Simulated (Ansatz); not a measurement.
# CH8GeOSi: the cost of one run

Method: the settings change from run to run; program: Ansatz 0.2.0, Gaussian basis.

## 1. The molecule

The geometry comes from an earlier relaxation with PBE0-D4 in a triple-zeta def2 set; it is a stationary point, not always the lowest conformer.

SMILES `C[SiH2][O][GeH3]`, 12 atoms, charge 0, spin multiplicity 1.

Atoms are counted from 1 here; the program's logs count them from 0.

Bond lengths: C1–Si2 1.858 Å, C1–H5 1.092 Å, C1–H6 1.093 Å, C1–H7 1.092 Å, Si2–O3 1.638 Å, Si2–H8 1.493 Å, Si2–H9 1.493 Å, O3–Ge4 1.774 Å, Ge4–H10 1.533 Å, Ge4–H11 1.538 Å, Ge4–H12 1.538 Å. Angles: Si2–C1–H5 110.8°, Si2–C1–H6 110.4°, Si2–C1–H7 110.8°, H5–C1–H6 108.2°, H5–C1–H7 108.3°, H6–C1–H7 108.2°, C1–Si2–O3 108.9°, C1–Si2–H8 110.4°, C1–Si2–H9 110.4°, O3–Si2–H8 109.9°, O3–Si2–H9 109.9°, H8–Si2–H9 107.3°, Si2–O3–Ge4 133.9°, O3–Ge4–H10 105.6°, O3–Ge4–H11 108.6°, O3–Ge4–H12 108.6°, H10–Ge4–H11 111.5°, H10–Ge4–H12 111.5° and more.

## 2. revPBE/def2-TZVPD

Options: charge -1, multiplicity 2, D4 dispersion, the search for lower states set to full.

in.yaml reads:

```yaml
crystal:
  periodic: [false, false, false]
  atoms:
    - {symbol: C, position_ang: [0.578903, 1.922496, -1.001949]}
    - {symbol: Si, position_ang: [0.789529, 0.344320, -0.045035]}
    - {symbol: O, position_ang: [-0.668411, -0.388969, 0.096322]}
    - {symbol: Ge, position_ang: [-1.218720, -1.893609, 0.857274]}
    - {symbol: H, position_ang: [0.183764, 1.721115, -2.000211]}
    - {symbol: H, position_ang: [1.539734, 2.432908, -1.110909]}
    - {symbol: H, position_ang: [-0.110550, 2.597587, -0.489968]}
    - {symbol: H, position_ang: [1.349616, 0.628405, 1.309360]}
    - {symbol: H, position_ang: [1.749438, -0.562194, -0.741921]}
    - {symbol: H, position_ang: [-2.727854, -1.958971, 0.596970]}
    - {symbol: H, position_ang: [-0.907494, -1.824855, 2.362105]}
    - {symbol: H, position_ang: [-0.480756, -3.073435, 0.201863]}
basis:
  gaussian: {orbitals: def2-TZVPD}
total_charge: -1
magnetization: {spin_polarized: true, initial_magnetization: 1}
hamiltonian: {xc: {name: revPBE}, dispersion: d4}
scf: {lower_state_search: full}
output: {forces: true}
```

The run is started by

```bash
ansatz run in.yaml --threads 4 --pin off --events-out ev --progress --plain --max-ram 10444MiB
```

Q: Estimate wall time and peak memory on 4 threads of Arm Neoverse V2, shared host.

About 61 s, with a peak of 0.96 GiB.
